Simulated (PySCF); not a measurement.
**BiH+: from the state search to spectroscopic constants**

The task here is to estimate one member of a computed series from the others.

Program: PySCF 2.14.0. Level of theory: Bi def2-TZVP with ECP60, H def2-TZVP, scalar-relativistic core potentials. These are calculated values, not measurements.

The first run:

A driver script around PySCF takes these settings:

| Item | Value |
| --- | --- |
| atoms | Bi, H |
| charge | 1 |
| basis | Bi def2-TZVP with ECP60, H def2-TZVP |
| Hamiltonian | scalar-relativistic core potentials |
| basis functions | 56 |
| electrons treated | 23 |
| masses in u | 208.9804, 1.0078 |
| levels | PBE0, PBE, r²SCAN, MN15, B2PLYP, BHandHLYP, CAM-B3LYP, HF, MP2, SCS-MP2, CCSD, CCSD(T) |
| grid | 80 radial by 434 angular points |
| occupations | held fixed by the projection of orbital angular momentum |
| dissociation limit | Bi+ + H, each in its ground configuration |
| starting distance in angstrom | 1.880 |
| values of 2S to try | 1, 3 |

On the command line:

```console
$ OMP_NUM_THREADS=1 python dia.py task.json out
```

Steps of the session up to this table: The job; First curve: PBE0; Excited determinants; PBE; r²SCAN; MN15 (hybrid meta-GGA); B2PLYP (double hybrid); BHandHLYP (global hybrid GGA); CAM-B3LYP (range-separated hybrid); UHF (mean field); Correlated methods on the Hartree–Fock reference.

One of the session's tables, all rows but one given; the rest of the session is left out.

It belongs to the step «Constants by level of theory». 

```
      level  Re (Å)  ωe (cm⁻¹)  De (eV)
        UHF   1.768       1988     1.47
    UHF-MP2   1.772       1943     2.16
UHF-SCS-MP2   1.777       1932     2.25
   UHF-CCSD   1.783       1887     2.35
UHF-CCSD(T)   1.787       1861     2.39
        PBE   1.805       1814     2.59
     r²SCAN   1.789       1873     2.54
       PBE0       ?          ?        ?
       MN15   1.773       1920     2.53
  BHandHLYP   1.774       1939     2.50
  CAM-B3LYP   1.779       1917     2.60
     B2PLYP   1.784       1897     2.49
```

**Question.** Estimate the row for PBE0.

The run gave: Re (Å): 1.785; ωe (cm⁻¹): 1890; De (eV): 2.49. In the column «Re (Å)» it lies between B2PLYP (1.784) and UHF-CCSD(T) (1.787).
